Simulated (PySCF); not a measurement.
# C2H3F3Ge: the cost of one run

Programs: PySCF 2.14.0, with density-fitted response routines of our own. Each step states its level of theory. These are calculated values for one molecule in the gas phase, unless marked as measured. Atoms count from 0, in the outputs and in this text.

### 1 Starting geometry

9 atoms, charge 0, multiplicity 1; geometry from: PBE0-D3(BJ)/def2-SVP.

Bonds of the start (Å): F0–C1 1.31, C1–F2 1.31, C1–C3 1.33, C3–F4 1.34, C3–Ge5 1.95, Ge5–H6 1.53, Ge5–H7 1.54, Ge5–H8 1.54.

### 2 Nuclear shieldings: HF/pcSseg-2

Job settings and geometry (Å):

```
{"job": {"kind": "nmr", "xc": "HF", "basis": "pcSseg-2", "pop": false}, "charge": 0, "multiplicity": 1}
F     -0.959354     1.227541    -1.420862
C     -1.282071     0.847715    -0.205442
F     -2.433776     1.336797     0.167024
C     -0.493057     0.056809     0.523371
F     -0.900273    -0.272751     1.758094
Ge     1.211329    -0.662387    -0.102975
H      1.674903    -1.659711     0.965215
H      2.235669     0.471966    -0.263933
H      1.004308    -1.362925    -1.454300
```

With the program's defaults for keys left out, this is: GIAO HF/pcSseg-2 NMR shielding, non-relativistic, gas phase.

Launch:

```console
> OMP_NUM_THREADS=1 python probes_run.py task.json out
```

One launch serves the whole session: the jobs run in the order shown.

Q: Estimate the wall time and peak memory of this first job on 1 thread of Arm Neoverse V2, shared host.

About 27 s, with a peak of 1.1 GiB.
